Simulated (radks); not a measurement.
**Mo⁺ in [Ar] 3d10 4s1.75 4p6 4d5.25: an all-electron calculation**

The task here is to estimate one member of a computed series from the others.

The numbers are computed with radks (a radial shooting solver on a logarithmic mesh, Libxc functionals) version 1 (Dirac Kohn-Sham, PBE, spin-unpolarised, spherical densities, point nucleus; open shells fill j = l - 1/2 first), except any that are marked as measured or tabulated.

**Starting point**

| Property | Result |
| --- | --- |
| element | molybdenum (Z = 42) |
| charge | +1 |
| electrons | 41 |
| configuration | [Ar] 3d10 4s1.75 4p6 4d5.25 |

The first run:

Settings of this run:

```text
Z 42
configuration [Ar] 3d10 4s1.75 4p6 4d5.25 5s0 5p0 4f0 5d0
relativity Dirac
functional pbe,pbe
spin unpolarised
j_filling energy
nucleus point
c 137.035999084
```

One table of the session follows, with a row left open; its other results are not shown here.

It belongs to the step «Shells». From the orbitals of this run (lengths in bohr):

| level | <r> | outermost maximum (interpolated) | 90 % within | nodes |
| --- | --- | --- | --- | --- |
| 1s1/2 | 0.03516 | 0.0229 | 0.0630 | 0 |
| 2s1/2 | 0.1534 | 0.130 | 0.237 | 1 |
| 2p1/2 | 0.1308 | 0.101 | 0.214 | 0 |
| 2p3/2 | 0.1353 | 0.105 | 0.220 | 0 |
| 3s1/2 | 0.4286 | 0.384 | 0.634 | 2 |
| 3p1/2 | 0.4233 | 0.371 | 0.640 | 1 |
| 3p3/2 | 0.4338 | 0.380 | 0.656 | 1 |
| 3d3/2 | 0.4132 | 0.321 | 0.661 | 0 |
| 3d5/2 | 0.4166 | 0.324 | 0.666 | 0 |
| 4s1/2 | 1.107 | 0.989 | 1.61 | 3 |
| 4p1/2 | 1.215 | 1.05 | 1.80 | 2 |
| 4p3/2 | ? | ? | ? | ? |
| 4d3/2 | 1.861 | 1.37 | 3.02 | 1 |
| 4d5/2 | 1.883 | 1.38 | 3.06 | 1 |
| 5s1/2 | 3.257 | 2.79 | 4.80 | 4 |
| 5p1/2 | 4.108 | 3.48 | 6.10 | 3 |
| 5p3/2 | 4.202 | 3.57 | 6.23 | 3 |

Q: Estimate the row for 4p3/2 from the others.

**Answer.** <r>: 1.246; outermost maximum (interpolated): 1.08; 90 % within: 1.85; nodes: 2. In the column «<r>» it lies between 4p1/2 (1.215) and 4d3/2 (1.861).
